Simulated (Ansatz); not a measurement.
**C2H5BO2: molecular dynamics**

Aim: follow the molecule's vibrations and see whether its bonds hold. The start is relaxed first. Runs: 500 steps of 0.5 fs under a Langevin thermostat at 300 K. SMILES of the start: COBC=O.

All numbers below are computed with Ansatz 0.2.0 (RKS PBE-D4/6-31G*).

## 1. The starting structure

Bond lengths: C1–O2 1.423 Å, O2–B3 1.453 Å, B3–C4 1.545 Å, C4–O5 1.293 Å, C1–H6 1.083 Å, C1–H7 1.090 Å, C1–H8 1.140 Å, B3–H9 1.240 Å, C4–H10 1.020 Å. Angles: C1–O2–B3 106.3°, O2–C1–H6 111.1°, O2–C1–H7 112.5°, O2–C1–H8 102.9°, H6–C1–H7 116.5°, H6–C1–H8 106.0°, H7–C1–H8 106.4°, O2–B3–C4 125.4°, O2–B3–H9 117.4°, C4–B3–H9 117.2°, B3–C4–O5 115.9°, B3–C4–H10 125.1°, O5–C4–H10 118.9°.

Coordinates:

```xyz
10

C    -0.8616    0.1845    1.2409
O    -0.3911    1.0356    0.2015
B     0.7652    0.3729   -0.3774
C     0.7397   -0.5502   -1.6158
O    -0.4243   -0.7672   -2.1358
H    -1.2511   -0.7428    0.8399
H    -0.1521    0.0984    2.0640
H    -1.7612    0.7540    1.6487
H     1.8689    0.5941    0.1432
H     1.5508   -1.0305   -2.0063
```

## 2. Relaxing the start

input.yaml reads:

```yaml
crystal:
  periodic: [false, false, false]
  atoms:
    - { symbol: C, position_ang: [-0.8616, 0.1845, 1.2409] }
    - { symbol: O, position_ang: [-0.3911, 1.0356, 0.2015] }
    - { symbol: B, position_ang: [0.7652, 0.3729, -0.3774] }
    - { symbol: C, position_ang: [0.7397, -0.5502, -1.6158] }
    - { symbol: O, position_ang: [-0.4243, -0.7672, -2.1358] }
    - { symbol: H, position_ang: [-1.2511, -0.7428, 0.8399] }
    - { symbol: H, position_ang: [-0.1521, 0.0984, 2.064] }
    - { symbol: H, position_ang: [-1.7612, 0.754, 1.6487] }
    - { symbol: H, position_ang: [1.8689, 0.5941, 0.1432] }
    - { symbol: H, position_ang: [1.5508, -1.0305, -2.0063] }
basis:
  gaussian: { orbitals: "6-31G*" }
hamiltonian:
  xc: pbe
  dispersion: d4
relax:
  f_tol: 0.02
  max_steps: 40
scf:
  lower_state_search: "off"
output:
  orbitals: {}
```

Command:

```sh
> ansatz run input.yaml --threads 2 --pin off --max-ram 3072MiB --backend cpu --events-out ev --progress --plain --runs-dir out
```

Standard output (excerpt; [...] marks lines left out):

```text
Warning: RAYON_NUM_THREADS=2 ignored (pool sized by the plan → 2); use --threads N
[...]
Functional definition: PBE
[...]
965 factors; their error is unknown
[...]
mean field -6915.95960955 eV, -254.1568278451 hartree, gradient 2.8e-6 eV, S^2 0.000000; 0 other end points of the search recorded, 0 dependent functions left out
[...]
reference -6915.95963148 eV, -254.1568286511 hartree; 19, 19 occupied and 66, 66 virtual orbitals, 965 factors
relax step   1: F+E_penalty+E_count = -6916.11615625 eV  Δ(F+E_penalty+E_count) = +0.000e0 eV  max|allowed force component| = 6.672e0 eV/Å  Δτ_max = 0.0000 Å  (18 SCF iters, accepted)
[...]
relax step   5: F+E_penalty+E_count = -6917.07963318 eV  Δ(F+E_penalty+E_count) = -1.920e-1 eV  max|allowed force component| = 9.613e-1 eV/Å  Δτ_max = 0.1953 Å  (27 SCF iters, accepted)
[...]
relax step   9: F+E_penalty+E_count = -6917.48476730 eV  Δ(F+E_penalty+E_count) = +7.223e-3 eV  max|allowed force component| = 9.613e-1 eV/Å  Δτ_max = 0.1648 Å  (27 SCF iters, rejected (line search))
[...]
relax step  13: F+E_penalty+E_count = -6917.54425082 eV  Δ(F+E_penalty+E_count) = -3.472e-3 eV  max|allowed force component| = 2.690e-1 eV/Å  Δτ_max = 0.0500 Å  (20 SCF iters, accepted)
[...]
relax step  15: F+E_penalty+E_count = -6917.54651203 eV  Δ(F+E_penalty+E_count) = -4.698e-4 eV  max|allowed force component| = 2.467e-2 eV/Å  Δτ_max = 0.0346 Å  (20 SCF iters, accepted)
[...]
relax step  16: F+E_penalty+E_count = -6917.54667112 eV  Δ(F+E_penalty+E_count) = -1.591e-4 eV  max|allowed force component| = 1.958e-2 eV/Å  Δτ_max = 0.0094 Å  (22 SCF iters, accepted)
Total energy: -6917.54669357 eV, -254.2151521072 hartree
Atom 0 at    -0.936268     0.284339     1.460071 Å, force    -0.005166     0.008299     0.012629 eV/Å
Atom 1 at    -0.639943    -0.008962     0.091738 Å, force     0.011072     0.008560    -0.008794 eV/Å
Atom 2 at     0.626031    -0.059473    -0.368405 Å, force    -0.003903    -0.005257    -0.002415 eV/Å
Atom 3 at     0.812810    -0.405160    -1.933575 Å, force    -0.016304    -0.009327    -0.019160 eV/Å
Atom 4 at    -0.117948    -0.738957    -2.664895 Å, force     0.014162     0.007063     0.019576 eV/Å
Atom 5 at    -1.497679    -0.565650     1.881412 Å, force    -0.000250     0.003420     0.005153 eV/Å
Atom 6 at    -0.017704     0.457257     2.047853 Å, force    -0.002043    -0.008182    -0.003172 eV/Å
Atom 7 at    -1.574872     1.182650     1.492664 Å, force     0.001329    -0.009934    -0.006260 eV/Å
Atom 8 at     1.572700     0.144999     0.362371 Å, force    -0.000805     0.002982    -0.000297 eV/Å
Atom 9 at     1.856072    -0.342243    -2.366333 Å, force     0.001906     0.002376     0.002740 eV/Å
Dipole moment:     0.118726     0.195753     0.665886 e Å
Checks for a lower state left out: stability, starts, cluster_reference, orbital_swaps, neighbouring_geometries, increment
```

It took 27 s on 2 threads of Arm Neoverse N1, shared host; peak memory 0.12 GiB.

Step by step:

```csv
step,energy from step 1 (eV),largest force component (eV/Å)
1,0.0000,6.6719
2,-0.5165,2.2913
3,-0.5657,2.1116
4,-0.7715,0.7401
5,-0.9635,0.9613
6,-1.1174,1.4579
7,-1.2964,0.6574
8,-1.3758,0.7625
9x,-1.3686,0.9613
10,-1.4195,0.2069
11x,-1.4100,0.6449
12,-1.4246,0.0500
13,-1.4281,0.2690
14,-1.4299,0.0449
15,-1.4304,0.0247
16,-1.4305,0.0196
```

Step 1 is the start. 2 steps were tried and not accepted (marked x).

After: Bond lengths: C1–O2 1.430 Å, O2–B3 1.348 Å, B3–C4 1.614 Å, C4–O5 1.230 Å, C1–H6 1.102 Å, C1–H7 1.104 Å, C1–H8 1.103 Å, B3–H9 1.213 Å, C4–H10 1.131 Å. Angles: C1–O2–B3 121.9°, O2–C1–H6 108.2°, O2–C1–H7 111.7°, O2–C1–H8 108.4°, H6–C1–H7 109.9°, H6–C1–H8 108.8°, H7–C1–H8 109.8°, O2–B3–C4 116.6°, O2–B3–H9 121.4°, C4–B3–H9 122.0°, B3–C4–O5 123.2°, B3–C4–H10 117.8°, O5–C4–H10 119.0°.

## 3. Dynamics

500 steps of 0.5 fs under a Langevin thermostat at 300 K, from the relaxed start.

input.yaml reads:

```yaml
crystal:
  periodic: [false, false, false]
  atoms:
    - { symbol: C, position_ang: [-0.936268, 0.284339, 1.460071] }
    - { symbol: O, position_ang: [-0.639943, -0.008962, 0.091738] }
    - { symbol: B, position_ang: [0.626031, -0.059473, -0.368405] }
    - { symbol: C, position_ang: [0.81281, -0.40516, -1.933575] }
    - { symbol: O, position_ang: [-0.117948, -0.738957, -2.664895] }
    - { symbol: H, position_ang: [-1.497679, -0.56565, 1.881412] }
    - { symbol: H, position_ang: [-0.017704, 0.457257, 2.047853] }
    - { symbol: H, position_ang: [-1.574872, 1.18265, 1.492664] }
    - { symbol: H, position_ang: [1.5727, 0.144999, 0.362371] }
    - { symbol: H, position_ang: [1.856072, -0.342243, -2.366333] }
basis:
  gaussian: { orbitals: "6-31G*" }
hamiltonian:
  xc: pbe
  dispersion: d4
md:
  timestep: 0.5
  n_steps: 500
  ensemble: nvt_langevin
  temperature: 300.0
  initial_velocities: maxwell_boltzmann
  seed: 849103
  friction: 1.0
scf:
  lower_state_search: "off"
```

Command:

```sh
> ansatz run input.yaml --threads 2 --pin off --max-ram 3072MiB --backend cpu --events-out ev --progress --plain --runs-dir out
```

Standard output (excerpt; [...] marks lines left out):

```text
Warning: RAYON_NUM_THREADS=2 ignored (pool sized by the plan → 2); use --threads N
[...]
Functional definition: PBE
[...]
965 factors; their error is unknown
[...]
mean field -6917.39951977 eV, -254.2097435698 hartree, gradient 8.3e-6 eV, S^2 0.000000; 0 other end points of the search recorded, 0 dependent functions left out
[...]
reference -6917.39954206 eV, -254.2097443889 hartree; 19, 19 occupied and 66, 66 virtual orbitals, 965 factors
md step     0: t =     0.00 fs  T =   270.0 K  F+E_penalty+E_count = -6917.54668786 eV  E_kin = 0.349002 eV  (18 SCF iters)
[...]
md step    21: t =    10.50 fs  T =   230.7 K  F+E_penalty+E_count = -6917.42846535 eV  E_kin = 0.298213 eV  (22 SCF iters, 3 dispersion substeps)
[...]
md step    42: t =    21.00 fs  T =   321.8 K  F+E_penalty+E_count = -6917.38549795 eV  E_kin = 0.415917 eV  (22 SCF iters, 3 dispersion substeps)
[...]
md step    63: t =    31.50 fs  T =   141.7 K  F+E_penalty+E_count = -6917.40315091 eV  E_kin = 0.183108 eV  (23 SCF iters, 3 dispersion substeps)
[...]
md step    83: t =    41.50 fs  T =   273.6 K  F+E_penalty+E_count = -6917.32939856 eV  E_kin = 0.353613 eV  (23 SCF iters, 3 dispersion substeps)
md step    84: t =    42.00 fs  T =   277.2 K  F+E_penalty+E_count = -6917.34128040 eV  E_kin = 0.358350 eV  (22 SCF iters, 3 dispersion substeps)
```

## 4. The output, continued: dynamics from the start

The log, continued (excerpt; [...] marks lines left out):

```text
md step    85: t =    42.50 fs  T =   283.9 K  F+E_penalty+E_count = -6917.34835796 eV  E_kin = 0.367008 eV  (23 SCF iters, 3 dispersion substeps)
[...]
md step   112: t =    56.00 fs  T =   302.1 K  F+E_penalty+E_count = -6917.37384745 eV  E_kin = 0.390497 eV  (22 SCF iters, 3 dispersion substeps)
[...]
md step   139: t =    69.50 fs  T =   368.1 K  F+E_penalty+E_count = -6917.15447759 eV  E_kin = 0.475765 eV  (22 SCF iters, 3 dispersion substeps)
[...]
md step   166: t =    83.00 fs  T =   263.8 K  F+E_penalty+E_count = -6917.35944432 eV  E_kin = 0.340925 eV  (22 SCF iters, 3 dispersion substeps)
[...]
md step   193: t =    96.50 fs  T =   239.4 K  F+E_penalty+E_count = -6917.32864388 eV  E_kin = 0.309487 eV  (22 SCF iters, 3 dispersion substeps)
md step   194: t =    97.00 fs  T =   229.9 K  F+E_penalty+E_count = -6917.30291132 eV  E_kin = 0.297218 eV  (22 SCF iters, 3 dispersion substeps)
md step   195: t =    97.50 fs  T =   221.0 K  F+E_penalty+E_count = -6917.29795007 eV  E_kin = 0.285630 eV  (22 SCF iters, 3 dispersion substeps)
```

## 5. More of the same log: dynamics from the start

Output, continued (excerpt; [...] marks lines left out):

```text
md step   196: t =    98.00 fs  T =   308.4 K  F+E_penalty+E_count = -6917.31111319 eV  E_kin = 0.398694 eV  (22 SCF iters, 3 dispersion substeps)
[...]
md step   219: t =   109.50 fs  T =   242.0 K  F+E_penalty+E_count = -6917.42339070 eV  E_kin = 0.312784 eV  (22 SCF iters, 3 dispersion substeps)
[...]
md step   242: t =   121.00 fs  T =   186.0 K  F+E_penalty+E_count = -6917.13896207 eV  E_kin = 0.240472 eV  (22 SCF iters, 3 dispersion substeps)
[...]
md step   265: t =   132.50 fs  T =   318.0 K  F+E_penalty+E_count = -6917.37346181 eV  E_kin = 0.411084 eV  (22 SCF iters, 3 dispersion substeps)
[...]
md step   499: t =   249.50 fs  T =   183.4 K  F+E_penalty+E_count = -6917.37055580 eV  E_kin = 0.237102 eV  (23 SCF iters, 3 dispersion substeps)
[...]
Atom 1 at    -0.627326    -0.017850     0.186898 Å, force     0.812202    -0.032639    -1.341889 eV/Å
Atom 2 at     0.655855    -0.095956    -0.322657 Å, force    -0.955731     0.036333     0.755050 eV/Å
Atom 3 at     0.749475    -0.303975    -1.936962 Å, force     0.115899     0.621452    -0.029437 eV/Å
Atom 4 at    -0.133272    -0.777726    -2.649885 Å, force     0.176111    -0.095874     0.293980 eV/Å
Atom 5 at    -1.704867    -0.542844     1.890707 Å, force     0.450322     0.387838    -0.371565 eV/Å
Atom 6 at    -0.107883     0.273391     2.163433 Å, force     0.293282    -0.298212     0.268871 eV/Å
Atom 7 at    -1.446350     1.196846     1.666285 Å, force    -0.838435     1.262529    -0.448281 eV/Å
Atom 8 at     1.643120     0.061480     0.410952 Å, force    -0.463240    -0.097924    -0.378365 eV/Å
Atom 9 at     1.677418     0.152781    -2.433797 Å, force    -0.193888    -0.319012     0.146419 eV/Å
Dipole moment:     0.116218     0.236442     0.642596 e Å
Checks for a lower state left out: stability, starts, cluster_reference, orbital_swaps, neighbouring_geometries, increment
```

Run time: 11 min. Hardware: 2 threads of Arm Neoverse N1, shared host; peak memory 0.11 GiB.

## 6. Frames and traces

The trajectory, every 26 steps (energies from step 0):

```csv
time (fs),T (K),potential energy change (meV/atom)
0.0,270,0.0
13.0,331,14.4
26.0,358,27.8
39.0,288,12.6
52.0,238,38.2
65.0,245,36.1
78.0,266,18.2
91.0,255,19.1
104.0,437,12.5
117.0,233,21.5
130.0,292,19.0
143.0,343,27.2
156.0,241,17.4
169.0,199,13.2
182.0,307,23.3
195.0,300,19.7
208.0,206,21.8
221.0,301,26.0
234.0,364,19.2
247.0,250,17.4
250.0,277,17.6
```

time (fs), T (K) and a bar:
```
      0.0        270 ############
     11.0        267 ###########
     21.5        424 #############################
     32.5        307 ################
     43.5        338 ####################
     54.5        314 #################
     65.0        245 #########
     76.0        263 ###########
     87.0        428 ##############################
     98.0        308 ################
    108.5        234 ########
    119.5        282 #############
    130.5        367 #######################
    141.5        243 #########
    152.0        168 
    163.0        287 ##############
    174.0        260 ###########
    185.0        290 ##############
    195.5        315 #################
    206.5        255 ##########
    217.5        363 #######################
    228.5        281 #############
    239.0        310 ################
    250.0        277 #############
```

## 7. Snapshots as a file

Extended XYZ, with forces in eV/Å:

```xyz
10
time_fs=31.0 T=191 dE=0.1404
C    -0.978    0.255    1.434    0.377    0.531    1.432
O    -0.650    0.011    0.103    0.211   -0.039   -0.895
B     0.606   -0.073   -0.349    0.671   -0.644   -1.113
C     0.791   -0.370   -1.968   -0.501    0.544    1.028
O    -0.183   -0.725   -2.635    0.820    0.029   -0.240
H    -1.425   -0.644    1.869   -0.301   -0.160    0.074
H    -0.111    0.550    2.085   -0.181   -0.228   -0.493
H    -1.684    1.092    1.454   -0.368    0.059    0.099
H     1.599   -0.055    0.339   -0.055    0.247    0.332
H     1.849   -0.183   -2.391   -0.672   -0.339   -0.222
10
time_fs=62.5 T=211 dE=0.3333
C    -1.024    0.281    1.460    0.336   -2.756    0.935
O    -0.633   -0.035    0.116   -0.829    0.802   -0.037
B     0.614   -0.061   -0.363    1.665   -0.697    0.166
C     0.806   -0.331   -1.954   -1.855   -0.102   -1.055
O    -0.179   -0.742   -2.631    2.181    0.646    0.936
H    -1.481   -0.718    1.905    0.680    1.816   -0.651
H    -0.122    0.533    2.049   -0.178    0.089    0.105
H    -1.777    1.068    1.537   -0.141    0.245   -0.468
H     1.679   -0.067    0.327   -1.029    0.352   -0.213
H     1.827   -0.083   -2.455   -0.830   -0.395    0.282
10
time_fs=94.0 T=239 dE=0.2282
C    -0.999    0.304    1.464    1.194    1.927   -0.284
O    -0.659   -0.030    0.118    0.245    0.462   -0.546
B     0.626   -0.110   -0.331   -0.024   -0.410    0.577
C     0.784   -0.336   -1.967    1.578    1.136    2.245
O    -0.130   -0.737   -2.630   -1.488   -0.804   -1.429
H    -1.421   -0.537    1.910   -0.981   -1.904    0.992
H    -0.084    0.595    2.039   -0.418   -0.040   -0.196
H    -1.755    1.133    1.516    0.511   -0.372   -0.387
H     1.553   -0.097    0.523   -0.491    0.192   -0.822
H     1.783   -0.036   -2.424   -0.127   -0.188   -0.151
10
time_fs=125.0 T=257 dE=0.2948
C    -0.999    0.295    1.463   -0.873   -1.362    1.111
O    -0.605   -0.069    0.171    0.276    0.332   -0.946
B     0.635   -0.085   -0.332    1.000   -0.421   -0.313
C     0.795   -0.367   -1.946   -0.169    0.485    0.569
O    -0.138   -0.756   -2.649    0.556    0.036   -0.006
H    -1.470   -0.651    1.887   -0.611    1.187   -0.393
H    -0.215    0.423    2.208    0.987    0.657   -0.146
H    -1.639    1.208    1.390    0.006   -0.704    0.294
H     1.670    0.042    0.339   -0.578    0.145   -0.095
H     1.832   -0.094   -2.379   -0.594   -0.354   -0.075
10
time_fs=156.0 T=241 dE=0.1741
C    -0.987    0.294    1.518    1.941    0.643   -0.136
O    -0.646   -0.054    0.180    1.048   -0.189   -0.836
B     0.644   -0.078   -0.323   -1.402    0.349    1.531
C     0.748   -0.346   -1.886    1.165   -0.398   -1.036
O    -0.140   -0.770   -2.626   -0.069    0.199    0.423
H    -1.659   -0.445    1.915   -0.280   -0.727    0.516
H    -0.049    0.497    2.119   -0.705   -0.628   -0.096
H    -1.493    1.241    1.482   -0.726    0.850   -0.087
H     1.592    0.146    0.447   -0.369   -0.154   -0.560
H     1.801   -0.189   -2.351   -0.603    0.055    0.281
10
time_fs=187.5 T=286 dE=0.3345
C    -0.994    0.294    1.515   -0.545    0.083    0.091
O    -0.638   -0.048    0.196   -0.072   -0.369   -1.046
B     0.607   -0.083   -0.323   -0.219   -0.023   -0.098
C     0.825   -0.349   -1.925   -3.307   -0.251   -0.684
O    -0.188   -0.764   -2.608    3.516    1.077    1.476
H    -1.685   -0.482    1.881    0.120   -0.152    0.169
H    -0.160    0.445    2.216    0.301   -0.126   -0.104
H    -1.584    1.216    1.453   -0.067    0.314    0.095
H     1.462    0.184    0.443    0.982    0.101    0.274
H     1.808    0.043   -2.380   -0.709   -0.654   -0.172
10
time_fs=219.0 T=286 dE=0.2383
C    -1.026    0.295    1.487    0.959   -0.991    0.535
O    -0.633   -0.041    0.184    0.434   -0.369   -1.616
B     0.624   -0.092   -0.318    0.024    0.466    0.241
C     0.761   -0.341   -1.944   -0.729    0.377    2.099
O    -0.153   -0.764   -2.632   -0.051   -0.283   -0.612
H    -1.667   -0.534    1.811   -0.500    0.122    0.242
H    -0.127    0.256    2.156   -0.476    0.696   -0.045
H    -1.570    1.239    1.425   -0.049    0.309    0.464
H     1.591    0.254    0.389   -0.421   -0.371   -0.348
H     1.703    0.065   -2.332    0.808    0.044   -0.961
10
time_fs=250.0 T=277 dE=0.1757
C    -0.994    0.245    1.516    0.604   -1.464    1.105
O    -0.627   -0.018    0.187    0.812   -0.033   -1.342
B     0.656   -0.096   -0.323   -0.956    0.036    0.755
C     0.750   -0.304   -1.937    0.116    0.622   -0.029
O    -0.133   -0.778   -2.650    0.176   -0.096    0.294
H    -1.705   -0.543    1.891    0.450    0.388   -0.372
H    -0.108    0.273    2.163    0.293   -0.298    0.269
H    -1.446    1.197    1.666   -0.838    1.262   -0.448
H     1.643    0.061    0.411   -0.463   -0.098   -0.378
H     1.677    0.153   -2.434   -0.194   -0.319    0.146
```

## 8. What came out

| quantity | value |
| --- | --- |
| relaxation of the start | 13 moves, 1.431 eV lower |
| length | 500 steps of 0.5 fs |
| temperature, first and last step | 270 and 277 K |
| temperature, second half | mean 291 K, from 135 to 498 K |
| potential energy, second half | +22 meV/atom from the start |
| bonds formed or broken | 0 |

Against a set 300 K the second half averages 291 K with a spread of 72 K. A friction of 1 per fs wipes out velocities within 1 fs: the temperature is held, but the motion is overdamped and says nothing of rates. The bonds all hold. 250 fs on 10 atoms is far too short and small for converged averages. The nuclei move classically, without zero-point motion, which matters most for hydrogen.
